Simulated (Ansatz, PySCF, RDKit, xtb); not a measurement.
# Isomers of C4H6BClO2, a sample narrowed down, part 2 of 2

Which of a sample of isomers of C4H6BClO2 is the most stable in the gas at 298.15 K, and what are its properties? The sample is small against all isomers, and the most stable one of this formula need not be in it.

xtb, Ansatz and PySCF; isolated molecules. The steps go on from the part before.

## 11. c760a at CCSD(T)/def2-SVP

File input.yaml:

```yaml
crystal:
  periodic: [false, false, false]
  atoms:
    - symbol: C
      position_ang: [1.291762, -1.939557, -1.788735]
    - symbol: C
      position_ang: [0.652781, -1.142085, -0.709477]
    - symbol: C
      position_ang: [-0.511729, -1.529074, -0.143590]
    - symbol: C
      position_ang: [1.343161, 0.112926, -0.237929]
    - symbol: B
      position_ang: [-0.566542, 0.363331, 1.268831]
    - symbol: Cl
      position_ang: [2.913636, -2.616388, -1.267383]
    - symbol: O
      position_ang: [-1.151897, -0.821310, 0.835719]
    - symbol: O
      position_ang: [0.606782, 0.820008, 0.765185]
    - symbol: H
      position_ang: [1.513445, -1.325580, -2.685146]
    - symbol: H
      position_ang: [0.666199, -2.801127, -2.088658]
    - symbol: H
      position_ang: [-1.047934, -2.445974, -0.436835]
    - symbol: H
      position_ang: [-1.136935, 1.002441, 2.122987]
    - symbol: H
      position_ang: [2.346392, -0.141521, 0.172940]
    - symbol: H
      position_ang: [1.520075, 0.807253, -1.092381]
basis:
  gaussian:
    orbitals: def2-SVP
correlation:
  method: ccsd_t
  frozen_orbitals: {O: 1, H: 0, C: 1, Cl: 5, B: 1}
```

Started as:

```sh
$ ansatz run input.yaml --threads 4 --pin off --max-ram 7830MiB --events-out events.jsonl --progress --plain --runs-dir runs
```

Output, shortened:

```text
Warning: RAYON_NUM_THREADS=4 ignored (pool sized by the plan → 4); use --threads N
Functional definition: HF
  name "HF"
[...]
1458 factors; integrals over basis functions are off by at most 1.1e-3 eV
[...]
mean field -21457.53273868 eV, -788.5497837085 hartree, gradient 9.0e-7 eV, S^2 0.000000; 0 other end points of the search recorded, 0 dependent functions left out
12 core orbitals not correlated: weight in the atoms' cores, before any rotation towards them, 1.000 or more for the frozen orbitals, at most 0.000 for the correlated occupied ones
reference -21457.53273868 eV, -788.5497837085 hartree; 22, 22 occupied and 112, 112 virtual orbitals, 1458 factors
second order -30.08543316 eV of doubles, -0.00000000 eV of singles
cycle   1  -30.73923424 eV  change   -6.5e-1 eV  update   1.3e-1
[...]
cycle   9  -31.72590571 eV  change   -2.3e-5 eV  update   3.5e-5
perturbative correction -1.03796180 eV, -0.0381443924 hartree
Total energy: -21490.29660619 eV, -789.7538336312 hartree
```

Run time: 34 s. Hardware: 4 threads of Arm Neoverse V2, shared host; peak memory 1.3 GiB.

For c759a the log finds that unrestricted Hartree-Fock orbitals lie lower, a sign to watch the closed-shell reference there.

## 12. The ranking

Energies in kcal/mol from c257a; G adds the thermal terms to the CCSD(T)/def2-SVP + MP2/def2-TZVPP - MP2/def2-SVP energy. The columns left of the relaxed level are at the tight-binding geometries.

```csv
label,SMILES,spin,GFN2-xTB,HF/STO-3G,r2SCAN-D4/def2-SVP,PBE-D3(BJ)/def2-SVP,HF/def2-SVP,MP2/def2-SVP,CCSD(T)/def2-SVP + MP2/def2-TZVPP - MP2/def2-SVP,G,share at equilibrium,T1
c257a,C[B@-]1(Cl)OC=CC=[O+]1,singlet,0.0,0.0,0.0,0.0,0.0,0.0,0.0,0.0,100.0 %,0.018
c760a,ClCC1=COBOC1,singlet,-13.0,2.9,23.9,23.0,15.6,19.0,15.1,16.0,< 0.1 %,0.013
c759a,C=C(C=O)B(Cl)OC,singlet,25.7,37.3,27.7,26.8,15.2,20.2,19.7,16.9,< 0.1 %,0.016
```

Lowest found: c257a, `C[B@-]1(Cl)OC=CC=[O+]1`, a singlet. Bond lengths: C2–C3 1.400 Å, C3–C4 1.400 Å, C1–B5 1.585 Å, B5–Cl6 1.856 Å, C2–O7 1.286 Å, B5–O7 1.543 Å, C4–O8 1.286 Å, B5–O8 1.543 Å, C1–H9 1.108 Å, C1–H10 1.108 Å, C1–H11 1.111 Å, C2–H12 1.108 Å, C3–H13 1.096 Å, C4–H14 1.108 Å. Some angles: C2–C3–C4 116.8°, C3–C2–O7 123.6°, C3–C4–O8 123.6°, C1–B5–Cl6 115.9°, C1–B5–O7 110.6°, C1–B5–O8 110.6°, Cl6–B5–O7 106.0°, Cl6–B5–O8 106.0°, O7–B5–O8 107.3°, C2–O7–B5 121.1°.

```xyz
14

C    -1.1242   -1.7888   -0.1497
C    -0.3470    1.3081   -2.0512
C     1.0452    1.4044   -1.9342
C     1.6852    0.4173   -1.1744
B    -0.4603   -0.3514   -0.2287
Cl   -0.6465    0.7107    1.2821
O    -1.0593    0.4605   -1.3960
O     1.0573   -0.4672   -0.4828
H    -0.6922   -2.3758    0.6853
H    -2.2152   -1.7083    0.0288
H    -0.9732   -2.3656   -1.0865
H    -0.9093    1.9429   -2.7646
H     1.6173    2.1336   -2.5195
H     2.7892    0.3219   -1.1689
```

## 13. Density, orbitals and dipole (PBE0/def2-SVPD)

File input.yaml:

```yaml
crystal:
  periodic: [false, false, false]
  atoms:
    - {symbol: C, position_ang: [-1.124250, -1.788778, -0.149700]}
    - {symbol: C, position_ang: [-0.347036, 1.308111, -2.051176]}
    - {symbol: C, position_ang: [1.045186, 1.404417, -1.934222]}
    - {symbol: C, position_ang: [1.685223, 0.417306, -1.174429]}
    - {symbol: B, position_ang: [-0.460261, -0.351416, -0.228694]}
    - {symbol: Cl, position_ang: [-0.646486, 0.710737, 1.282118]}
    - {symbol: O, position_ang: [-1.059327, 0.460532, -1.395961]}
    - {symbol: O, position_ang: [1.057300, -0.467175, -0.482770]}
    - {symbol: H, position_ang: [-0.692154, -2.375808, 0.685259]}
    - {symbol: H, position_ang: [-2.215188, -1.708346, 0.028778]}
    - {symbol: H, position_ang: [-0.973244, -2.365629, -1.086545]}
    - {symbol: H, position_ang: [-0.909271, 1.942883, -2.764578]}
    - {symbol: H, position_ang: [1.617327, 2.133617, -2.519537]}
    - {symbol: H, position_ang: [2.789248, 0.321899, -1.168883]}
basis:
  gaussian:
    orbitals: def2-SVPD
total_charge: 0
hamiltonian:
  xc: {name: PBE0}
output: {forces: true, orbitals: {seedname: orbitals}}
```

Started as:

```sh
$ ansatz run input.yaml --threads 4 --pin off --max-ram 7830MiB --events-out events.jsonl --progress --plain --runs-dir runs
```

Output, shortened:

```text
Warning: RAYON_NUM_THREADS=4 ignored (pool sized by the plan → 4); use --threads N
Functional definition: PBE0
  name "PBE0"
[...]
1875 factors; their error is unknown
[...]
mean field -21517.10583021 eV, -790.7390544422 hartree, gradient 4.5e-5 eV, S^2 0.000000; 0 other end points of the search recorded, 0 dependent functions left out
[...]
reference -21517.10587174 eV, -790.7390559683 hartree; 34, 34 occupied and 187, 187 virtual orbitals, 1875 factors
Total energy: -21517.10587174 eV, -790.7390559683 hartree
Atom 0 at    -1.124250    -1.788778    -0.149700 Å, force    -0.090097    -0.127838     0.078484 eV/Å
Atom 1 at    -0.347036     1.308111    -2.051176 Å, force    -0.190335    -0.352234     0.279999 eV/Å
Atom 2 at     1.045186     1.404417    -1.934222 Å, force    -0.100827    -0.168090     0.064060 eV/Å
Atom 3 at     1.685223     0.417306    -1.174429 Å, force    -0.313019    -0.296306     0.227512 eV/Å
Atom 4 at    -0.460261    -0.351416    -0.228694 Å, force     0.122474    -0.080952    -0.364258 eV/Å
Atom 5 at    -0.646486     0.710737     1.282118 Å, force    -0.011009     0.008683     0.034324 eV/Å
Atom 6 at    -1.059327     0.460532    -1.395961 Å, force     0.706088     0.405450    -0.208685 eV/Å
Atom 7 at     1.057300    -0.467175    -0.482770 Å, force     0.069142     0.683958    -0.483369 eV/Å
Atom 8 at    -0.692154    -2.375808     0.685259 Å, force    -0.112899     0.163075    -0.225176 eV/Å
Atom 9 at    -2.215188    -1.708346     0.028778 Å, force     0.295614    -0.015970    -0.049149 eV/Å
Atom 10 at    -0.973244    -2.365629    -1.086545 Å, force    -0.025208     0.181448     0.243113 eV/Å
Atom 11 at    -0.909271     1.942883    -2.764578 Å, force     0.194028    -0.217951     0.236653 eV/Å
Atom 12 at     1.617327     2.133617    -2.519537 Å, force    -0.169415    -0.213874     0.175454 eV/Å
Atom 13 at     2.789248     0.321899    -1.168883 Å, force    -0.374537     0.030602    -0.008963 eV/Å
Dipole moment:     0.548923     0.324574    -0.942587 e Å
```

Wall time 6.6 s (4 threads of Arm Neoverse V2, shared host); peak memory 0.8 GiB.

## 14. Electronic excitations (TD-PBE0/def2-SVPD)

An in-house driver calls PySCF's response routines at TD-PBE0/def2-SVPD; it has no typed input.

Output:

```text
coarse grid: 12952 points
cycle   1  E = -790.4998927807  dE =  1.124e+00  |g| = 7.878e-01  |ddm| = 5.800e+00
cycle   2  E = -790.2056454770  dE =  2.942e-01  |g| = 1.461e+00  |ddm| = 2.372e+00
cycle   3  E = -790.6268810347  dE = -4.212e-01  |g| = 2.059e-01  |ddm| = 1.659e+00
cycle   4  E = -790.6367297810  dE = -9.849e-03  |g| = 4.902e-02  |ddm| = 4.059e-01
cycle   5  E = -790.6372724791  dE = -5.427e-04  |g| = 1.340e-02  |ddm| = 9.203e-02
cycle   6  E = -790.6373147823  dE = -4.230e-05  |g| = 2.925e-03  |ddm| = 2.321e-02
cycle   7  E = -790.6373166783  dE = -1.896e-06  |g| = 5.239e-04  |ddm| = 6.312e-03
final grid: 122440 points
cycle   8  E = -790.7390495512  dE = -2.864e-05  |g| = 1.260e-02  |ddm| = 1.393e-01
cycle   9  E = -790.7389835061  dE =  6.605e-05  |g| = 2.229e-02  |ddm| = 3.664e-02
cycle  10  E = -790.7390797233  dE = -9.622e-05  |g| = 2.221e-03  |ddm| = 2.428e-02
cycle  11  E = -790.7390809669  dE = -1.244e-06  |g| = 1.952e-04  |ddm| = 3.724e-03
cycle  12  E = -790.7390809756  dE = -8.673e-09  |g| = 7.864e-05  |ddm| = 6.793e-04
cycle  13  E = -790.7390809772  dE = -1.650e-09  |g| = 1.504e-05  |ddm| = 2.426e-04
cycle  14  E = -790.7390809773  dE = -5.070e-11  |g| = 4.493e-06  |ddm| = 3.802e-05
converged SCF energy = -790.7390809773

Static polarisability (au): isotropic 82.611, principal 71.379 81.868 94.587

Singlet excitations
state   eV       nm        f      main configurations
  1   3.8431    322.6   0.00330   H->L 0.84, H-1->L 0.15
  2   4.2242    293.5   0.02561   H-2->L 0.96
  3   4.2537    291.5   0.05465   H-1->L 0.82, H->L 0.14
  4   4.8780    254.2   0.00712   H-3->L 0.95
  5   5.7534    215.5   0.06696   H-4->L 0.93
  6   5.9917    206.9   0.00315   H-5->L 0.95
  7   6.5193    190.2   0.00062   H-6->L 0.99
  8   6.7547    183.6   0.00048   H-8->L 0.93

Triplet excitations (Tamm-Dancoff, eV): 2.8047 3.8437 3.9774
```

It took 14 s on 4 threads of Arm Neoverse V2, shared host; peak memory 1.1 GiB.

The roots found:

```csv
excited state,energy (eV),strength
1,3.843,0.0033
2,4.224,0.0256
3,4.254,0.0546
4,4.878,0.0071
5,5.753,0.0670
6,5.992,0.0032
7,6.519,0.0006
8,6.755,0.0005
```

## 15. NMR shieldings (GIAO PBE0/pcSseg-1)

An in-house driver calls PySCF's response routines at GIAO PBE0/pcSseg-1; it has no typed input.

Output:

```text
coarse grid: 12952 points
cycle   1  E = -790.8386527949  dE =  1.193e+00  |g| = 8.184e-01  |ddm| = 3.347e+00
cycle   2  E = -790.5531963951  dE =  2.855e-01  |g| = 1.481e+00  |ddm| = 1.639e+00
cycle   3  E = -790.9683591003  dE = -4.152e-01  |g| = 2.167e-01  |ddm| = 1.153e+00
cycle   4  E = -790.9788974665  dE = -1.054e-02  |g| = 5.178e-02  |ddm| = 2.197e-01
cycle   5  E = -790.9794663356  dE = -5.689e-04  |g| = 1.368e-02  |ddm| = 4.851e-02
cycle   6  E = -790.9795079311  dE = -4.160e-05  |g| = 3.536e-03  |ddm| = 1.222e-02
cycle   7  E = -790.9795105001  dE = -2.569e-06  |g| = 6.218e-04  |ddm| = 2.993e-03
final grid: 122440 points
cycle   8  E = -791.0423879251  dE = -3.135e-05  |g| = 1.408e-02  |ddm| = 2.466e-02
cycle   9  E = -791.0423096410  dE =  7.828e-05  |g| = 2.481e-02  |ddm| = 2.267e-02
cycle  10  E = -791.0424225410  dE = -1.129e-04  |g| = 2.395e-03  |ddm| = 1.654e-02
cycle  11  E = -791.0424239037  dE = -1.363e-06  |g| = 3.340e-04  |ddm| = 2.433e-03
cycle  12  E = -791.0424239263  dE = -2.264e-08  |g| = 7.671e-05  |ddm| = 3.582e-04
cycle  13  E = -791.0424239277  dE = -1.330e-09  |g| = 1.789e-05  |ddm| = 9.858e-05
cycle  14  E = -791.0424239277  dE = -7.185e-11  |g| = 5.653e-06  |ddm| = 1.943e-05
converged SCF energy = -791.0424239277

GIAO shielding tensors (ppm)
atom      isotropic    diamagn.    paramagn.     s11        s22        s33       span
  0 C      174.921     252.444     -77.523    168.530    170.065    186.169     17.640
  1 C       -4.893     246.872    -251.765   -110.706    -17.389    113.415    224.121
  2 C       74.290     260.287    -185.997    -36.949    103.437    156.382    193.331
  3 C       -4.898     247.293    -252.191   -110.710    -17.400    113.416    224.126
  4 B       91.290     186.249     -94.959     79.075     80.768    114.026     34.951
  5 Cl     855.048    1150.710    -295.663    650.521    918.077    996.545    346.024
  6 O       19.695     398.588    -378.893   -196.755    -83.180    339.018    535.773
  7 O       19.649     399.881    -380.232   -196.825    -83.254    339.025    535.851
  8 H       30.534      30.102       0.431     26.789     28.621     36.191      9.402
  9 H       30.533      29.366       1.168     26.789     28.621     36.191      9.402
 10 H       30.988      29.585       1.403     27.281     28.471     37.211      9.930
 11 H       23.194      26.552      -3.357     20.544     23.937     25.102      4.559
 12 H       25.270      28.907      -3.637     24.263     25.366     26.179      1.916
 13 H       23.194      27.675      -4.481     20.543     23.937     25.102      4.558
```

Run time: 7.5 s. Hardware: 4 threads of Arm Neoverse V2, shared host; peak memory 1.2 GiB.

Isotropic shieldings, averaged over atoms that the bond graph makes equivalent (absolute, not shifts):

```csv
atoms,shielding (ppm)
C1,174.9
"C2, C4",-4.9
C3,74.3
B5,91.3
Cl6,855.0
"O7, O8",19.7
"H9, H10, H11",30.68
"H12, H14",23.19
H13,25.27
```

## 16. The cation at the same geometry (PBE0/def2-SVPD)

input.yaml, as its differences from that of step 13:

```diff
@@ -1 +1,4 @@
+basis:
+  gaussian:
+    orbitals: def2-SVPD
 crystal:
@@ -17,8 +20,7 @@
     - {symbol: H, position_ang: [2.789248, 0.321899, -1.168883]}
-basis:
-  gaussian:
-    orbitals: def2-SVPD
-total_charge: 0
+total_charge: 1
+magnetization:
+  spin_polarized: true
+  initial_magnetization: 1
 hamiltonian:
-  xc: {name: PBE0}
-output: {forces: true, orbitals: {seedname: orbitals}}
+  xc: pbe0
```

Started as:

```sh
$ ansatz run input.yaml --threads 4 --pin off --max-ram 7830MiB --events-out events.jsonl --progress --plain --runs-dir runs
```

Output:

```text
Warning: RAYON_NUM_THREADS=4 ignored (pool sized by the plan → 4); use --threads N
[... 2 set-up lines as earlier in the session ...]
  parameter a = 0.25
  parameter kappa = 0.804
  parameter beta = 0.06672455060314922
  exchange = (1 - a)*pbe_x(kappa = kappa, mu = beta*pi^2/3) + a*exact_x
  correlation = pbe_c(beta = beta)
1875 factors; their error is unknown
mean field evaluation 1: about -21491.6322 eV, gradient 5.9e1 eV
mean field evaluation 2: about -21465.5733 eV, gradient 9.8e1 eV
mean field evaluation 4: about -21506.6354 eV, gradient 1.0e1 eV
mean field evaluation 8: about -21507.3537 eV, gradient 1.3e0 eV
mean field evaluation 16: about -21507.4271 eV, gradient 2.3e-2 eV
mean field evaluation 32: about -21507.3024 eV, gradient 1.0e0 eV
mean field -21507.42713334 eV, -790.3833688924 hartree, gradient 2.1e-5 eV, S^2 0.764591; 4 other end points of the search recorded, 0 dependent functions left out
reference -21507.42717621 eV, -790.3833704679 hartree; 34, 33 occupied and 187, 188 virtual orbitals, 1875 factors
Total energy: -21507.42717621 eV, -790.3833704679 hartree
```

Wall time 15 s (4 threads of Arm Neoverse V2, shared host); peak memory 0.99 GiB.

Difference from the parent: 9.68 eV.

## 17. The anion at the same geometry (PBE0/def2-SVPD)

File input.yaml:

```yaml
crystal:
  periodic: [false, false, false]
  atoms:
    - symbol: C
      position_ang: [-1.124250, -1.788778, -0.149700]
    - symbol: C
      position_ang: [-0.347036, 1.308111, -2.051176]
    - symbol: C
      position_ang: [1.045186, 1.404417, -1.934222]
    - symbol: C
      position_ang: [1.685223, 0.417306, -1.174429]
    - symbol: B
      position_ang: [-0.460261, -0.351416, -0.228694]
    - symbol: Cl
      position_ang: [-0.646486, 0.710737, 1.282118]
    - symbol: O
      position_ang: [-1.059327, 0.460532, -1.395961]
    - symbol: O
      position_ang: [1.057300, -0.467175, -0.482770]
    - symbol: H
      position_ang: [-0.692154, -2.375808, 0.685259]
    - symbol: H
      position_ang: [-2.215188, -1.708346, 0.028778]
    - symbol: H
      position_ang: [-0.973244, -2.365629, -1.086545]
    - symbol: H
      position_ang: [-0.909271, 1.942883, -2.764578]
    - symbol: H
      position_ang: [1.617327, 2.133617, -2.519537]
    - symbol: H
      position_ang: [2.789248, 0.321899, -1.168883]
basis:
  gaussian: {orbitals: def2-SVPD}
hamiltonian: {xc: pbe0}
scf: {lower_state_search: off}
magnetization: {spin_polarized: true, initial_magnetization: 1}
total_charge: -1
```

Started as:

```sh
$ ansatz run input.yaml --threads 4 --pin off --max-ram 7830MiB --events-out events.jsonl --progress --plain --runs-dir runs
```

Output, shortened:

```text
Warning: RAYON_NUM_THREADS=4 ignored (pool sized by the plan → 4); use --threads N
[... 2 set-up lines as earlier in the session ...]
[...]
1875 factors; their error is unknown
[...]
mean field -21518.17343838 eV, -790.7782883186 hartree, gradient 2.8e-6 eV, S^2 0.776901; 0 other end points of the search recorded, 0 dependent functions left out
reference -21518.17347913 eV, -790.7782898162 hartree; 35, 34 occupied and 186, 187 virtual orbitals, 1875 factors
Total energy: -21518.17347913 eV, -790.7782898162 hartree
Checks for a lower state left out: stability, starts, cluster_reference, orbital_swaps, neighbouring_geometries, increment
```

Wall time 6.3 s (4 threads of Arm Neoverse V2, shared host); peak memory 0.88 GiB.

Parent less the species with the added electron: 1.07 eV.

## 18. The triplet at the same geometry (PBE0/def2-SVPD)

File input.yaml:

```yaml
crystal:
  periodic: [false, false, false]
  atoms:
    - {symbol: C, position_ang: [-1.124250, -1.788778, -0.149700]}
    - {symbol: C, position_ang: [-0.347036, 1.308111, -2.051176]}
    - {symbol: C, position_ang: [1.045186, 1.404417, -1.934222]}
    - {symbol: C, position_ang: [1.685223, 0.417306, -1.174429]}
    - {symbol: B, position_ang: [-0.460261, -0.351416, -0.228694]}
    - {symbol: Cl, position_ang: [-0.646486, 0.710737, 1.282118]}
    - {symbol: O, position_ang: [-1.059327, 0.460532, -1.395961]}
    - {symbol: O, position_ang: [1.057300, -0.467175, -0.482770]}
    - {symbol: H, position_ang: [-0.692154, -2.375808, 0.685259]}
    - {symbol: H, position_ang: [-2.215188, -1.708346, 0.028778]}
    - {symbol: H, position_ang: [-0.973244, -2.365629, -1.086545]}
    - {symbol: H, position_ang: [-0.909271, 1.942883, -2.764578]}
    - {symbol: H, position_ang: [1.617327, 2.133617, -2.519537]}
    - {symbol: H, position_ang: [2.789248, 0.321899, -1.168883]}
basis:
  gaussian:
    orbitals: def2-SVPD
magnetization:
  spin_polarized: true
  initial_magnetization: 2
hamiltonian:
  xc: {name: PBE0}
```

Started as:

```sh
$ ansatz run input.yaml --threads 4 --pin off --max-ram 7830MiB --events-out events.jsonl --progress --plain --runs-dir runs
```

Output, shortened:

```text
Warning: RAYON_NUM_THREADS=4 ignored (pool sized by the plan → 4); use --threads N
[... 7 set-up lines as earlier in the session ...]
1875 factors; their error is unknown
mean field evaluation 1: about -21500.6454 eV, gradient 5.0e1 eV
mean field evaluation 2: about -21468.3164 eV, gradient 8.9e1 eV
mean field evaluation 4: about -21512.4040 eV, gradient 1.7e1 eV
mean field evaluation 8: about -21514.2368 eV, gradient 4.6e-1 eV
mean field evaluation 16: about -21514.2967 eV, gradient 3.8e-3 eV
mean field -21514.29674546 eV, -790.6358224817 hartree, gradient 5.8e-5 eV, S^2 2.006697; 0 other end points of the search recorded, 0 dependent functions left out
reference -21514.29678739 eV, -790.6358240225 hartree; 35, 33 occupied and 186, 188 virtual orbitals, 1875 factors
Total energy: -21514.29678739 eV, -790.6358240225 hartree
```

It took 9.6 s on 4 threads of Arm Neoverse V2, shared host; peak memory 0.99 GiB.

It lies 2.81 eV above the singlet.

## 19. Results

The summary covers parts 1 to 2.

| quantity | value |
| --- | --- |
| lowest structure found | C[B@-]1(Cl)OC=CC=[O+]1, singlet |
| next finalist | ClCC1=COBOC1, singlet, 16.0 kcal/mol higher in G |
| share at equilibrium, among the finalists | 100.0 % |
| funnel | 5 starts, 5 minima at GFN2-xTB, 7 screening runs, 3 relaxed, 3 ranked |
| CPU time of all runs | 18 min |
| dipole moment (PBE0/def2-SVPD) | 5.47 D |
| HOMO energy (PBE0/def2-SVPD) | -7.84 eV |
| LUMO energy (PBE0/def2-SVPD) | -2.92 eV |
| HOMO–LUMO gap (PBE0/def2-SVPD) | 4.92 eV |
| lowest excitation (TD-PBE0/def2-SVPD) | 3.84 eV (f = 0.003) |
| strongest of the states computed, same level | 5.75 eV (f = 0.067) |
| lowest triplet excitation, same level, Tamm-Dancoff | 2.80 eV |
| vertical ionisation energy | 9.68 eV |
| vertical electron affinity | 1.07 eV |
| vertical triplet less singlet | +2.81 eV |

What this shows: The search ends on `C[B@-]1(Cl)OC=CC=[O+]1`. Among the finalists first place is clear (16.0 kcal/mol); structures outside the list aren't covered. HF/STO-3G, r2SCAN-D4/def2-SVP, PBE-D3(BJ)/def2-SVP, HF/def2-SVP and MP2/def2-SVP already put its bonding pattern lowest among the structures in one piece; GFN2-xTB favours the singlet ClCC1=COBOC1. The largest share of the time went into the final energies (50 %). The search is not exhaustive (a finite list of starts, one conformer a finalist), so a lower isomer can't be ruled out. Only 4 drawn patterns were tried, so whole families of isomers are missing, and the result ranks this sample alone. The lowest isomer need not be the one that is made and kept in a bottle, which depends on barriers.
